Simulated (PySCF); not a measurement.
**NbNBr2: structure of the singlet**

Where does singlet NbNBr2 go from a T-shaped (ligand arrangement 2) start, is the end point a minimum, and what are its modes, charges and moments?

Computed with PySCF 2.14.0. Level: PBE0, basis Nb def2-SVP with ECP28, N def2-SVP, Br def2-SVP, scalar-relativistic core potentials, no spin–orbit coupling, density fitting.

## Step 1: Starting geometry

4 atoms, charge 0, spin multiplicity 1.

Bond lengths: Nb1–N2 1.850 Å, Nb1–Br3 2.610 Å, Nb1–Br4 2.610 Å. Angles: N2–Nb1–Br3 88.0°, N2–Nb1–Br4 88.0°, Br3–Nb1–Br4 176.0°.

```xyz
4
charge 0 multiplicity 1
Nb    0.0000    0.0000   -0.1522
N     0.0000    0.0000    1.6978
Br    2.6084    0.0000   -0.0611
Br   -2.6084    0.0000   -0.0611
```

## Step 2: T-shaped (ligand arrangement 2) start, singlet: relaxation

The steps below are one call of a driver around PySCF. For each, scf.py gives the equivalent set-up of the SCF; relaxations use the driver's own optimiser. Before each start the driver seeks the lowest SCF state from one or more starting densities and follows internal instabilities, so scf.py alone need not reach the same state.

The program finds C2v symmetry in the start, which this walk keeps.

The input, scf.py:

```python
from pyscf import gto, scf, dft
mol = gto.M(atom='''
Nb     0.000000     0.000000    -0.152163
N      0.000000     0.000000     1.697837
Br     2.608400    -0.000000    -0.061063
Br    -2.608400     0.000000    -0.061063''',
    basis={'Nb': 'def2-SVP', 'N': 'def2-SVP', 'Br': 'def2-SVP'},
    ecp={'Nb': 'def2-SVP'},
    charge=0, spin=0)
mf = dft.RKS(mol, xc='PBE0')
mf.grids.atom_grid = (50, 194)
aux = {'Nb': 'def2-universal-JKFIT', 'N': 'def2-universal-JKFIT', 'Br': 'def2-universal-JKFIT'}
mf = mf.density_fit(auxbasis=aux)
mf.kernel()
```

The runs that follow: Frequencies; Downhill along the imaginary mode; Is it a minimum? Harmonic modes.

Q: Predict the outcome of this session. Wanted: minimum; geometry; wavenumbers; dipole moment; highest occupied, lowest empty level; polar-tensor charge of Nb1; zero-point energy; atomisation energy.

The runs gave:

| quantity | value |
| --- | --- |
| minimum | singlet, Cs |
| geometry | Nb–Br 2.465 Å (×2), Nb–N 1.639 Å; Br–Nb–Br 119.1°, Br–Nb–N 107.8° (×2) |
| wavenumbers (cm⁻¹) | 52 (a'), 145 (a'), 213 (a''), 265 (a'), 342 (a''), 1159 (a') |
| dipole moment | 3.99 D |
| highest occupied, lowest empty level | -8.07, -3.95 eV |
| polar-tensor charge of Nb1 | +1.67 e |
| zero-point energy | 13.0 kJ/mol |
| entropy at 298.15 K | 355.2 J/(mol K) |
| atomisation energy (no zero-point energy) | 1347 kJ/mol |

In words: The T-shaped (ligand arrangement 2) start (C2v) ends in a minimum of Cs symmetry, after a stop at a saddle point 7.2 kJ/mol higher, from which it was pushed off along an imaginary mode. The strongest infrared band lies at 1159 cm⁻¹ (a', stretch). Other starts or spin states, not run here, may lie lower. The soft modes, below some 90 cm⁻¹, carry numerical noise of tens of cm⁻¹, and the entropy with them.
